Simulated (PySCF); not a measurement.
**A gas-phase reaction: CH4ClFSi + F2 → CH3ClF2Si + FH**

Aim: the reaction energy of `C[SiH](F)Cl` + `FF` → `C[Si](F)(F)Cl` + `F`.

Computed with PySCF 2.14.0; each step states its level. No surroundings beyond the atoms listed, unless a continuum is named. Atoms count from 0, parts from 1.

### 1 The system as given

Each species was relaxed by itself at PBE0-D3(BJ)/def2-SVPD.

### 2 Reaction energy: wB97M-D3(BJ)/def2-TZVPD

Job settings and geometry (Å):

```
{"job": {"kind": "react", "xc": "wB97M-D3(BJ)", "basis": "def2-TZVPD"}, "charge": 0, "multiplicity": 1}
-1 CH4ClFSi charge 0 multiplicity 1
C     -0.779220     0.236820     0.117310
Si     1.043890    -0.062360     0.088340
F      1.424280    -0.957390    -1.222130
Cl     2.063120     1.729460    -0.093100
H     -1.098330     0.772600    -0.787720
H     -1.321460    -0.718740     0.172580
H     -1.048000     0.843300     0.994520
H      1.588000    -0.774830     1.267990

-1 F2 charge 0 multiplicity 1
F      0.687940     0.032380    -0.020280
F     -0.687940    -0.032380     0.020280

+1 CH3ClF2Si charge 0 multiplicity 1
C     -0.590070     0.164100     0.755510
Si     0.532120    -0.217900    -0.643810
F     -0.311760    -0.642630    -1.956660
F      1.400550     1.078750    -1.067820
Cl     1.854670    -1.729370    -0.249940
H     -1.267680     0.981500     0.469020
H     -0.016000     0.471240     1.640100
H     -1.190270    -0.719450     1.012840

+1 FH charge 0 multiplicity 1
F      0.458030     0.021700    -0.037730
H     -0.458030    -0.021700     0.037730
```

Method: wB97M-D3(BJ)/def2-TZVPD reaction energy of separated species, gas phase.

Command:

```
$ OMP_NUM_THREADS=1 python cluster_run.py task.json out
```

One launch serves the whole session: the jobs run in the order shown.

Log:

```text
species 1 (CH4ClFSi)
coarse grid: 33096 points
cycle   1  E = -890.3083807509  dE =  1.956e-01  |g| = 5.990e-01  |ddm| = 2.138e+00
cycle   2  E = -890.3109656258  dE = -2.585e-03  |g| = 6.920e-01  |ddm| = 7.955e-01
cycle   3  E = -890.3794277567  dE = -6.846e-02  |g| = 5.318e-02  |ddm| = 3.376e-01
cycle   4  E = -890.3800088751  dE = -5.811e-04  |g| = 2.267e-02  |ddm| = 6.780e-02
cycle   5  E = -890.3801175601  dE = -1.087e-04  |g| = 2.880e-03  |ddm| = 2.349e-02
cycle   6  E = -890.3801212483  dE = -3.688e-06  |g| = 6.480e-04  |ddm| = 7.428e-03
final grid: 67976 points
cycle   7  E = -890.3800618390  dE = -2.810e-07  |g| = 5.187e-04  |ddm| = 3.413e-03
cycle   8  E = -890.3800618520  dE = -1.303e-08  |g| = 5.744e-04  |ddm| = 7.347e-04
cycle   9  E = -890.3800618961  dE = -4.414e-08  |g| = 4.352e-05  |ddm| = 2.382e-04
cycle  10  E = -890.3800618978  dE = -1.643e-09  |g| = 1.606e-05  |ddm| = 1.340e-04
cycle  11  E = -890.3800618979  dE = -1.160e-10  |g| = 3.694e-06  |ddm| = 3.156e-05
converged SCF energy = -890.3800618979

species 2 (F2)
coarse grid: 10600 points
cycle   1  E = -199.6113039401  dE =  1.195e-02  |g| = 3.458e-01  |ddm| = 1.052e+00
cycle   2  E = -199.6264105327  dE = -1.511e-02  |g| = 1.647e-01  |ddm| = 1.842e-01
cycle   3  E = -199.6293686659  dE = -2.958e-03  |g| = 2.217e-02  |ddm| = 5.435e-02
cycle   4  E = -199.6294302471  dE = -6.158e-05  |g| = 8.600e-03  |ddm| = 1.161e-02
cycle   5  E = -199.6294410970  dE = -1.085e-05  |g| = 7.501e-04  |ddm| = 4.105e-03
cycle   6  E = -199.6294412354  dE = -1.383e-07  |g| = 3.049e-05  |ddm| = 6.348e-04
final grid: 23208 points
cycle   7  E = -199.6294273380  dE = -2.264e-09  |g| = 2.078e-05  |ddm| = 1.232e-04
cycle   8  E = -199.6294273381  dE = -7.503e-11  |g| = 1.076e-05  |ddm| = 1.709e-05
converged SCF energy = -199.6294273381

species 3 (CH3ClF2Si)
coarse grid: 35928 points
cycle   1  E = -989.6587671774  dE =  4.049e-01  |g| = 7.647e-01  |ddm| = 2.276e+00
cycle   2  E = -989.6561684890  dE =  2.599e-03  |g| = 8.872e-01  |ddm| = 9.877e-01
cycle   3  E = -989.7647705156  dE = -1.086e-01  |g| = 4.982e-02  |ddm| = 4.415e-01
cycle   4  E = -989.7653027117  dE = -5.322e-04  |g| = 2.311e-02  |ddm| = 7.231e-02
cycle   5  E = -989.7654191878  dE = -1.165e-04  |g| = 3.318e-03  |ddm| = 2.429e-02
cycle   6  E = -989.7654233175  dE = -4.130e-06  |g| = 7.584e-04  |ddm| = 7.438e-03
final grid: 74208 points
cycle   7  E = -989.7654384118  dE = -4.224e-07  |g| = 6.395e-04  |ddm| = 5.082e-03
cycle   8  E = -989.7654384314  dE = -1.958e-08  |g| = 6.978e-04  |ddm| = 1.025e-03
cycle   9  E = -989.7654384969  dE = -6.556e-08  |g| = 4.993e-05  |ddm| = 3.050e-04
cycle  10  E = -989.7654384991  dE = -2.137e-09  |g| = 2.091e-05  |ddm| = 1.785e-04
cycle  11  E = -989.7654384992  dE = -1.671e-10  |g| = 4.338e-06  |ddm| = 3.694e-05
converged SCF energy = -989.7654384992

species 4 (FH)
coarse grid: 7776 points
cycle   1  E = -100.4688241020  dE = -9.408e-02  |g| = 4.644e-01  |ddm| = 6.197e-01
cycle   2  E = -100.4725051184  dE = -3.681e-03  |g| = 5.038e-01  |ddm| = 3.808e-01
cycle   3  E = -100.5053193132  dE = -3.281e-02  |g| = 2.574e-02  |ddm| = 1.678e-01
cycle   4  E = -100.5053952912  dE = -7.598e-05  |g| = 5.006e-03  |ddm| = 1.077e-02
cycle   5  E = -100.5053999322  dE = -4.641e-06  |g| = 4.334e-04  |ddm| = 3.766e-03
final grid: 16976 points
cycle   6  E = -100.5053931056  dE = -6.405e-08  |g| = 1.036e-04  |ddm| = 8.202e-04
cycle   7  E = -100.5053931090  dE = -3.457e-09  |g| = 7.665e-05  |ddm| = 2.163e-04
cycle   8  E = -100.5053931098  dE = -7.717e-10  |g| = 2.127e-05  |ddm| = 3.706e-05
converged SCF energy = -100.5053931098

Reaction energy = -164.071 kcal/mol
```

It took 39 s on 1 thread of Arm Neoverse V1, shared host; peak memory 0.78 GiB.

Species by species (with the dispersion term, which the log's SCF energies lack):

```
 ν        species  energy (Eh)  HOMO (eV)
-1    C[SiH](F)Cl   -890.38795     -11.37
-1             FF   -199.62975     -14.36
+1  C[Si](F)(F)Cl   -989.77353     -12.07
+1              F   -100.50563     -14.54
```

### 3 Energies of the species: PBE0-D3(BJ)/def2-TZVPD

Same as in step 2 but for these lines:

```diff
@@ -1,2 +1,2 @@
-{"job": {"kind": "react", "xc": "wB97M-D3(BJ)", "basis": "def2-TZVPD"}, "charge": 0, "multiplicity": 1}
+{"job": {"kind": "react", "xc": "PBE0", "basis": "def2-TZVPD", "disp": "d3bj"}, "charge": 0, "multiplicity": 1}
 -1 CH4ClFSi charge 0 multiplicity 1
```

With the program's defaults for keys left out, this is: PBE0-D3(BJ)/def2-TZVPD reaction energy of separated species, gas phase.

Log:

```text
species 1 (CH4ClFSi)
coarse grid: 7904 points
cycle   1  E = -889.7775997687  dE =  1.575e-01  |g| = 6.201e-01  |ddm| = 2.263e+00
cycle   2  E = -889.7038263238  dE =  7.377e-02  |g| = 9.468e-01  |ddm| = 9.331e-01
cycle   3  E = -889.8458484570  dE = -1.420e-01  |g| = 9.480e-02  |ddm| = 5.146e-01
cycle   4  E = -889.8475082104  dE = -1.660e-03  |g| = 2.803e-02  |ddm| = 7.972e-02
cycle   5  E = -889.8476617599  dE = -1.535e-04  |g| = 4.277e-03  |ddm| = 2.009e-02
cycle   6  E = -889.8476659447  dE = -4.185e-06  |g| = 1.535e-03  |ddm| = 4.896e-03
final grid: 67976 points
cycle   7  E = -889.8475848498  dE = -3.182e-05  |g| = 5.838e-03  |ddm| = 8.943e-02
cycle   8  E = -889.8475822036  dE =  2.646e-06  |g| = 6.624e-03  |ddm| = 7.897e-03
cycle   9  E = -889.8475923809  dE = -1.018e-05  |g| = 3.471e-04  |ddm| = 4.328e-03
cycle  10  E = -889.8475923937  dE = -1.282e-08  |g| = 1.886e-04  |ddm| = 3.254e-04
cycle  11  E = -889.8475923991  dE = -5.432e-09  |g| = 4.739e-05  |ddm| = 1.232e-04
cycle  12  E = -889.8475923995  dE = -3.404e-10  |g| = 9.998e-06  |ddm| = 3.262e-05
converged SCF energy = -889.8475923995

species 2 (F2)
coarse grid: 2176 points
cycle   1  E = -199.3949343704  dE =  9.182e-02  |g| = 2.764e-01  |ddm| = 1.052e+00
cycle   2  E = -199.4014627482  dE = -6.528e-03  |g| = 1.374e-01  |ddm| = 1.363e-01
cycle   3  E = -199.4037774714  dE = -2.315e-03  |g| = 2.290e-02  |ddm| = 5.059e-02
cycle   4  E = -199.4038404727  dE = -6.300e-05  |g| = 8.080e-03  |ddm| = 1.132e-02
cycle   5  E = -199.4038486779  dE = -8.205e-06  |g| = 1.817e-04  |ddm| = 3.279e-03
final grid: 23208 points
cycle   6  E = -199.4096318697  dE = -7.860e-06  |g| = 1.276e-03  |ddm| = 8.106e-03
cycle   7  E = -199.4096319224  dE = -5.267e-08  |g| = 1.047e-03  |ddm| = 8.955e-04
cycle   8  E = -199.4096320626  dE = -1.402e-07  |g| = 7.271e-05  |ddm| = 4.314e-04
cycle   9  E = -199.4096320632  dE = -6.808e-10  |g| = 1.922e-05  |ddm| = 3.100e-05
converged SCF energy = -199.4096320632

species 3 (CH3ClF2Si)
coarse grid: 8368 points
cycle   1  E = -989.0173192820  dE =  3.655e-01  |g| = 7.794e-01  |ddm| = 2.432e+00
cycle   2  E = -988.9078792353  dE =  1.094e-01  |g| = 1.186e+00  |ddm| = 1.134e+00
cycle   3  E = -989.1166456915  dE = -2.088e-01  |g| = 8.976e-02  |ddm| = 6.390e-01
cycle   4  E = -989.1182193597  dE = -1.574e-03  |g| = 2.801e-02  |ddm| = 7.948e-02
cycle   5  E = -989.1183759336  dE = -1.566e-04  |g| = 4.673e-03  |ddm| = 2.062e-02
cycle   6  E = -989.1183809791  dE = -5.045e-06  |g| = 1.436e-03  |ddm| = 5.221e-03
final grid: 74208 points
cycle   7  E = -989.1213058836  dE = -4.415e-05  |g| = 5.966e-03  |ddm| = 1.030e-01
cycle   8  E = -989.1213037384  dE =  2.145e-06  |g| = 6.672e-03  |ddm| = 8.115e-03
cycle   9  E = -989.1213133253  dE = -9.587e-06  |g| = 4.074e-04  |ddm| = 4.393e-03
cycle  10  E = -989.1213133420  dE = -1.670e-08  |g| = 2.147e-04  |ddm| = 3.822e-04
cycle  11  E = -989.1213133490  dE = -7.050e-09  |g| = 5.266e-05  |ddm| = 1.330e-04
cycle  12  E = -989.1213133495  dE = -4.536e-10  |g| = 7.285e-06  |ddm| = 3.818e-05
converged SCF energy = -989.1213133495

species 4 (FH)
coarse grid: 1712 points
cycle   1  E = -100.3540527053  dE = -3.605e-02  |g| = 4.957e-01  |ddm| = 6.253e-01
cycle   2  E = -100.3145359463  dE =  3.952e-02  |g| = 7.430e-01  |ddm| = 5.125e-01
cycle   3  E = -100.3937735875  dE = -7.924e-02  |g| = 2.284e-02  |ddm| = 2.892e-01
cycle   4  E = -100.3938491554  dE = -7.557e-05  |g| = 4.204e-03  |ddm| = 9.787e-03
cycle   5  E = -100.3938511389  dE = -1.984e-06  |g| = 3.553e-04  |ddm| = 1.247e-03
final grid: 16976 points
cycle   6  E = -100.3948393526  dE = -1.849e-05  |g| = 3.972e-03  |ddm| = 7.417e-03
cycle   7  E = -100.3948374555  dE =  1.897e-06  |g| = 5.459e-03  |ddm| = 3.331e-03
cycle   8  E = -100.3948414866  dE = -4.031e-06  |g| = 1.001e-04  |ddm| = 1.999e-03
cycle   9  E = -100.3948414879  dE = -1.300e-09  |g| = 1.787e-05  |ddm| = 3.953e-05
cycle  10  E = -100.3948414880  dE = -4.853e-11  |g| = 3.043e-06  |ddm| = 1.029e-05
converged SCF energy = -100.3948414880

Reaction energy = -162.580 kcal/mol
```

Wall time 18 s (1 thread of Arm Neoverse V1, shared host); peak memory 0.65 GiB.

Reaction energy at this level: -162.6 kcal/mol.

### 4 Side by side

Energies in kcal/mol, with wall time:

```
                    run  reaction  time
wB97M-D3(BJ)/def2-TZVPD    -164.1  39 s
 PBE0-D3(BJ)/def2-TZVPD    -162.6  18 s
```

### 5 What came out

```
                                                quantity                      value
               reaction energy (wB97M-D3(BJ)/def2-TZVPD)            -164.1 kcal/mol
                     ΔH, ΔG at 298 K (xTB thermal terms)    -162.5, -162.0 kcal/mol
range of the reaction energy over the runs of this table  -164.1 to -162.6 kcal/mol
```

**Reading.** The reaction is exothermic by 162.5 kcal/mol in the gas phase; dispersion gives -0.08, and xTB itself gave -113.2 for the electronic energy (xTB energies and thermal terms come from the earlier relaxation of each species, not shown). No barrier was sought. xTB and this level differ widely in the electronic energy, so what comes from xTB (the thermal terms above all) is less safe here. The reaction energy runs from -164.1 (wB97M-D3(BJ)/def2-TZVPD) to -162.6 kcal/mol (PBE0-D3(BJ)/def2-TZVPD).
